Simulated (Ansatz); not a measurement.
**CuF₃HOP: how energies converge with the basis set**

An exercise on one series of results from a longer session: the logs are not shown, and one member is left open.

Program: Ansatz 0.2.0, Gaussian basis. Level of theory: one geometry, several basis sets. These are calculated values, not measurements.

Levels to be run: PBE0-D4/def2-SVP; ωB97M-V/def2-SVP; PBE0-D4/def2-QZVPP; ωB97M-V/def2-QZVPP; the functionals' def2-TZVPP values are taken from earlier runs.

## Structure used throughout

An earlier PBE0-D4 in a triple-zeta def2 set relaxation fixed the geometry.

SMILES `[OH][Cu-][P+](F)(F)F`, 7 atoms, charge 0, spin multiplicity 1.

Atoms are counted from 1 here; the program's logs count them from 0.

Bond lengths: O1–Cu2 1.772 Å, O1–H7 0.958 Å, Cu2–P3 2.093 Å, P3–F4 1.549 Å, P3–F5 1.549 Å, P3–F6 1.549 Å. Angles: Cu2–O1–H7 116.3°, O1–Cu2–P3 177.1°, Cu2–P3–F4 117.3°, Cu2–P3–F5 118.8°, Cu2–P3–F6 118.8°, F4–P3–F5 99.4°, F4–P3–F6 99.5°, F5–P3–F6 99.2°.

Set-up of the first run:

in.yaml

```yaml
crystal:
  periodic: [false, false, false]
  atoms:
    - {symbol: O, position_ang: [1.274227, -2.383387, 0.251408]}
    - {symbol: Cu, position_ang: [0.469035, -0.812453, 0.099524]}
    - {symbol: P, position_ang: [-0.395592, 1.088311, -0.036765]}
    - {symbol: F, position_ang: [-1.848302, 1.171352, -0.566827]}
    - {symbol: F, position_ang: [0.268964, 2.147690, -0.950833]}
    - {symbol: F, position_ang: [-0.545520, 1.933939, 1.252242]}
    - {symbol: H, position_ang: [0.777199, -3.145453, -0.048749]}
basis:
  gaussian: {orbitals: def2-SVP}
hamiltonian: {xc: pbe0, dispersion: d4}
output: {orbitals: {seedname: orbitals}}
```

Command:

```console
$ ansatz run in.yaml --threads 4 --pin off --events-out ev --progress --plain --max-ram 10444MiB
```

Steps of the session up to this table: PBE0-D4 in def2-SVP; ωB97M-V in def2-SVP; PBE0-D4 in def2-QZVPP; ωB97M-V in def2-QZVPP.

One table of the session follows, with a row left open; its other results are not shown here.

It belongs to the step «Density functionals: the series». 

```
functional       basis  HOMO (eV)
   PBE0-D4    def2-SVP          ?
   PBE0-D4  def2-TZVPP      -7.04
   PBE0-D4  def2-QZVPP      -7.14
   ωB97M-V    def2-SVP      -8.78
   ωB97M-V  def2-TZVPP      -9.46
   ωB97M-V  def2-QZVPP      -9.56
```

**Question.** Estimate the row for PBE0-D4, def2-SVP.

As computed: HOMO (eV): -6.44. In the column «HOMO (eV)» it is the highest.
